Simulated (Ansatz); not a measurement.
Task: a charge-density difference against the sublattices of LiInPt, space group P-6m2, with Ansatz's Python interface. Give the script and its output. Level of theory (first run): PBEsol, PAW, cutoff 460 eV, 8×8×10 k-points, Fermi-Dirac smearing of 0.15 eV.

```yaml
crystal:
  lattice:
    - [4.43983, 0.00000, 0.00000]
    - [-2.21992, 3.84501, 0.00000]
    - [0.00000, 0.00000, 2.92060]
  atoms:
    - { symbol: Li, position: [0.00000, 0.00000, 0.00000] }
    - { symbol: In, position: [0.33333, 0.66667, 0.50000] }
    - { symbol: Pt, position: [0.66667, 0.33333, 0.00000] }
```

`liinpt_drho.py`
```python
"""Density difference of LiInPt against its sublattices."""

from dataclasses import dataclass
import warnings

import ansatz as az
import numpy as np


@dataclass
class RunConfig:
    smearing_width: float = 0.15
    cutoff_ev: int = 460
    kmesh: tuple[int, ...] = (8, 8, 10)


settings = RunConfig()

VECTORS = np.array([
    [4.43983, 0.0, 0.0],
    [-2.21992, 3.84501, 0.0],
    [0.0, 0.0, 2.9206],
])
SITES = [
    ("Li", (0.0, 0.0, 0.0)),
    ("In", (1 / 3, 2 / 3, 0.5)),
    ("Pt", (2 / 3, 1 / 3, 0.0)),
]


def make_crystal(cell):
    crystal = az.Crystal(lattice=az.Lattice.of(cell))
    for symbol, position in SITES:
        crystal = crystal.atom(symbol, position)
    return crystal

warnings.simplefilter("ignore", az.DeckWarning)

# one cutoff and one grid for all runs, so that the fields can be subtracted
def solve(crystal):
    return (
        crystal.calculation()
        .functional(az.Functional.PBESOL)
        .occupations(az.OccupationsMethod.FERMI_DIRAC, width=settings.smearing_width)
        .basis(settings.cutoff_ev, grid_basis="typed")  # cutoff of the orbital basis
        .kpoints(*settings.kmesh)  # sampling of the Brillouin zone
        .density()
        .run(threads=1)
    )


whole = solve(make_crystal(VECTORS))
difference = whole.density().channels[0].density_e_per_ang3.copy()
binding = whole.report["free_energy_ev"]
for element in ["Li", "In", "Pt"]:
    part = az.Crystal(lattice=az.Lattice.of(VECTORS))
    for symbol, position in SITES:
        if symbol == element:
            part = part.atom(symbol, position)
    alone = solve(part)
    difference -= alone.density().channels[0].density_e_per_ang3
    binding -= alone.report["free_energy_ev"]
    print(f"{element} sublattice: {alone.report['n_electrons']:g} electrons, {alone.report['n_iterations']} iterations")

voxel = abs(np.linalg.det(VECTORS)) / difference.size
print(f"energy of the crystal less its unpolarised sublattices: {binding / len(SITES):.4f} eV/atom")
print(f"net charge of the difference {difference.sum() * voxel:.5f} e, charge rearranged {0.5 * np.abs(difference).sum() * voxel:.3f} e")
print(f"extremes {difference.min():.4f} and {difference.max():.4f} e/A^3")
for (symbol, position) in SITES:
    index = tuple(int(round(p * n)) % n for p, n in zip(position, difference.shape))
    print(f"  change of the pseudo-density at the grid point nearest {symbol}: {difference[index]:+.4f} e/A^3")
profile = difference.mean(axis=(0, 1))
print("planar mean along the third vector:", np.round(profile[:: max(len(profile) // 12, 1)], 4))
```

```console
$ python liinpt_drho.py
Li sublattice: 3 electrons, 6 iterations
In sublattice: 13 electrons, 7 iterations
Pt sublattice: 18 electrons, 7 iterations
energy of the crystal less its unpolarised sublattices: -2.3255 eV/atom
net charge of the difference 0.00000 e, charge rearranged 0.520 e
extremes -0.1806 and 0.1123 e/A^3
  change of the pseudo-density at the grid point nearest Li: -0.0089 e/A^3
  change of the pseudo-density at the grid point nearest In: +0.1123 e/A^3
  change of the pseudo-density at the grid point nearest Pt: -0.0225 e/A^3
planar mean along the third vector: [-0.0032  0.0048  0.0069  0.0014 -0.0033 -0.0054 -0.0055 -0.0054 -0.0033
  0.0014  0.0069  0.0048]
```

Notes:
- The mesh is modest for a metal, so energies can be off by several to tens of meV an atom and pressures by half a GPa or more; differences at equal mesh fare better.
- Spin-orbit coupling, which matters for elements this heavy, is left out.
- The fields are valence quantities on the plane-wave grid; their values near the nuclei depend on the potentials.
- This cell is a computed structure, which may not be the phase found in nature.
- Charge moved counts every rearrangement, bonding and polarisation too, and is no transfer between atoms; the bare sublattices are artificial references. Values near the nuclei depend on the potentials.
- Wall time of the script: 8.8 s on 1 thread of Arm Neoverse V2 (shared host), peak memory 0.44 GiB.
